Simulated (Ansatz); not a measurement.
## Molecular dynamics of Li

Input file:

```yaml
crystal:
  lattice:
    - [7.312873, 0.0, 0.0]
    - [0.0, 7.312873, 0.0]
    - [0.0, 0.0, 7.312873]
  atoms:
    - { symbol: Li, position: [0.0, 0.0, 0.0] }
    - { symbol: Li, position: [0.5, 0.0, 0.0] }
    - { symbol: Li, position: [0.0, 0.5, 0.0] }
    - { symbol: Li, position: [0.0, 0.0, 0.5] }
    - { symbol: Li, position: [0.25, 0.25, 0.25] }
    - { symbol: Li, position: [0.5, 0.5, 0.0] }
    - { symbol: Li, position: [0.5, 0.0, 0.5] }
    - { symbol: Li, position: [0.75, 0.25, 0.25] }
    - { symbol: Li, position: [0.0, 0.5, 0.5] }
    - { symbol: Li, position: [0.25, 0.75, 0.25] }
    - { symbol: Li, position: [0.25, 0.25, 0.75] }
    - { symbol: Li, position: [0.5, 0.5, 0.5] }
    - { symbol: Li, position: [0.75, 0.75, 0.25] }
    - { symbol: Li, position: [0.75, 0.25, 0.75] }
    - { symbol: Li, position: [0.25, 0.75, 0.75] }
    - { symbol: Li, position: [0.75, 0.75, 0.75] }
basis:
  ecutwfc: 420.0
kpoints:
  mp_grid: { grid: [2, 2, 2] }
hamiltonian:
  xc: pbesol
scf:
  occupations: { method: fermi_dirac, width: 0.16 }
  lower_state_search: "off"
md:
  timestep: 1
  n_steps: 250
  ensemble: nvt_langevin
  temperature: 1800.0
  initial_velocities: maxwell_boltzmann
  seed: 370879
  friction: 0.02
```

Launched with:

```bash
$ ansatz run input.yaml --threads 1 --pin off --max-ram 3072MiB --backend cpu --events-out ev --progress --plain --runs-dir out
```

It starts from a structure without forces on its atoms.

Output, in part (step lines):

```
md step     0: t =     0.00 fs  T =  1687.5 K  F+E_penalty+E_count = -3247.64100302 eV  E_kin = 3.490020 eV  (6 SCF iters)
md step     1: t =     1.00 fs  T =  1515.8 K  F+E_penalty+E_count = -3247.63583087 eV  E_kin = 3.134928 eV  (6 SCF iters)
md step     2: t =     2.00 fs  T =  1628.1 K  F+E_penalty+E_count = -3247.62062417 eV  E_kin = 3.367071 eV  (6 SCF iters)
md step     3: t =     3.00 fs  T =  1594.1 K  F+E_penalty+E_count = -3247.59572619 eV  E_kin = 3.296795 eV  (6 SCF iters)
md step     4: t =     4.00 fs  T =  1569.1 K  F+E_penalty+E_count = -3247.56236830 eV  E_kin = 3.245087 eV  (6 SCF iters)
md step     5: t =     5.00 fs  T =  1451.5 K  F+E_penalty+E_count = -3247.52212278 eV  E_kin = 3.001998 eV  (5 SCF iters)
md step     6: t =     6.00 fs  T =  1427.7 K  F+E_penalty+E_count = -3247.47619851 eV  E_kin = 2.952813 eV  (5 SCF iters)
md step     7: t =     7.00 fs  T =  1491.3 K  F+E_penalty+E_count = -3247.42275297 eV  E_kin = 3.084183 eV  (5 SCF iters)
[... lines left out ...]
md step   249: t =   249.00 fs  T =  1754.5 K  F+E_penalty+E_count = -3243.83251843 eV  E_kin = 3.628685 eV  (5 SCF iters)
md step   250: t =   250.00 fs  T =  1794.9 K  F+E_penalty+E_count = -3243.74732740 eV  E_kin = 3.712046 eV  (6 SCF iters)
```

The steps, from the saved trajectory:

| time (fs) | T (K) | potential energy less start (eV) |
| --- | --- | --- |
| 0.0 | 1688 | 0.000 |
| 8.0 | 1500 | 0.279 |
| 16.0 | 1149 | 0.824 |
| 24.0 | 757 | 1.431 |
| 32.0 | 1003 | 1.680 |
| 40.0 | 1446 | 1.773 |
| 48.0 | 1278 | 1.986 |
| 56.0 | 1095 | 2.150 |
| 64.0 | 1075 | 2.209 |
| 72.0 | 1236 | 2.130 |
| 80.0 | 1509 | 2.055 |
| 88.0 | 1680 | 2.011 |
| 96.0 | 1939 | 2.188 |
| 104.0 | 1550 | 2.801 |
| 112.0 | 1229 | 3.530 |
| 120.0 | 1144 | 3.594 |
| 128.0 | 1642 | 3.369 |
| 136.0 | 1614 | 3.390 |
| 144.0 | 2046 | 3.695 |
| 152.0 | 1800 | 4.158 |
| 160.0 | 1339 | 4.730 |
| 168.0 | 1275 | 4.541 |
| 176.0 | 1587 | 3.987 |
| 184.0 | 1686 | 3.647 |
| 192.0 | 2385 | 3.093 |
| 200.0 | 1735 | 3.039 |
| 208.0 | 1552 | 3.362 |
| 216.0 | 1319 | 3.784 |
| 224.0 | 1598 | 3.609 |
| 232.0 | 2090 | 3.188 |
| 240.0 | 1885 | 3.194 |
| 248.0 | 1699 | 3.707 |

All steps were run. A run of 0.25 ps of so small a system gives no equilibrium averages. Limits of this set-up: coarse k mesh.

Mean squared displacements from the first frame to the last, about the centre of mass: Li 1.67 Å².

Last frame:

```xyz
16
Lattice="7.3129 0.0000 0.0000 0.0000 7.3129 0.0000 0.0000 0.0000 7.3129" Properties=species:S:1:pos:R:3
Li -0.558 0.733 0.537
Li 3.268 0.860 0.837
Li 0.379 4.744 -0.458
Li 1.324 -0.026 2.694
Li 1.863 1.908 0.204
Li 3.570 3.135 -0.280
Li 4.605 1.480 3.478
Li 6.420 3.812 1.732
Li 0.435 5.383 4.350
Li 2.529 4.296 1.968
Li 1.655 2.281 3.965
Li 4.210 4.715 4.344
Li 5.234 6.400 2.836
Li 5.958 2.558 5.358
Li 2.600 6.572 5.681
Li 4.785 6.353 6.979
```

The run took 18 min on 1 thread of Arm Neoverse V1 (shared host), peak memory 0.53 GiB.
